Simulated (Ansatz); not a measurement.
# Bi2Te3: the cost of one run

Method: DFT LDA, scalar-relativistic, plane waves, PAW, in Ansatz 0.2.0.

### 1 The starting structure

Symmetry: R3m, No. 160, trigonal system. The conventional cell has a = 4.417 Å, b = 4.417 Å, c = 29.840 Å, α = 90.00°, β = 90.00°, γ = 120.00°. Around Bi (site symmetry 3m) lie 3 Te at 3.03 Å and 3 Bi at 3.43 Å. Bi (site symmetry 3m) is surrounded by 3 Te at 3.27 Å and 3 Bi at 3.43 Å. Te (site symmetry 3m) has 6 Te at 3.04 to 3.45 Å in its first shell of neighbours. Around Te (site symmetry 3m) lie 3 Bi at 3.03 Å and 3 Te at 3.45 Å. Te (site symmetry 3m) is surrounded by 3 Te at 3.04 Å and 3 Bi at 3.27 Å.

Coordinates:

```cif
data_structure
_symmetry_space_group_name_H-M 'R3m:H'
_symmetry_Int_Tables_number 160
_cell_length_a 4.4170
_cell_length_b 4.4170
_cell_length_c 29.8400
_cell_angle_alpha 90.000
_cell_angle_beta 90.000
_cell_angle_gamma 120.000
_cell_volume 504.18
loop_
_atom_site_label
_atom_site_type_symbol
_atom_site_symmetry_multiplicity
_atom_site_Wyckoff_symbol
_atom_site_fract_x
_atom_site_fract_y
_atom_site_fract_z
_atom_site_occupancy
Bi1 Bi 3 a 0.66667 0.33333 0.14533 1
Bi2 Bi 3 a 0.33333 0.66667 0.06867 1
Te1 Te 3 a 0.33333 0.66667 0.27767 1
Te2 Te 3 a 0.00000 0.00000 0.20000 1
Te3 Te 3 a 0.00000 0.00000 0.00000 1
```

Source of the structure: the Crystallography Open Database.

(A quick probe on a coarse mesh, which set the mesh and smearing, is not shown.)

### 3 A loose first relaxation

input.yaml

```yaml
crystal:
  lattice:
    - [2.2085012539, 1.2750787934, 9.94667]
    - [-2.2085012539, 1.2750787934, 9.94667]
    - [0.0, -2.5501575869, 9.94667]
  atoms:
    - { symbol: Bi, position: [0.812, 0.812, 0.812] }
    - { symbol: Bi, position: [0.402, 0.402, 0.402] }
    - { symbol: Te, position: [0.611, 0.611, 0.611] }
    - { symbol: Te, position: [0.2, 0.2, 0.2] }
    - { symbol: Te, position: [0.0, 0.0, 0.0] }
basis:
  ecutwfc: 420
kpoints:
  mp_grid: { grid: [6, 6, 6] }
hamiltonian:
  xc: lda
scf:
  occupations: { method: gaussian, width: 0.1 }
output:
  forces: true
  stress: true
  eigenvalues: true
relax:
  adjacent_minimum: "off"
  f_tol: 0.05
  max_steps: 80
  cell: { stress_tol: 0.5 }
```

Launch:

```
$ ansatz run input.yaml --threads 4 --pin off --max-ram 12288MiB --backend cpu --events-out ev --progress --plain --runs-dir out
```

Q: Estimate wall time and peak memory on 4 threads of Oxide Virtual Turin-like (Zen 5), shared host.

About 24 s, with a peak of 0.61 GiB.
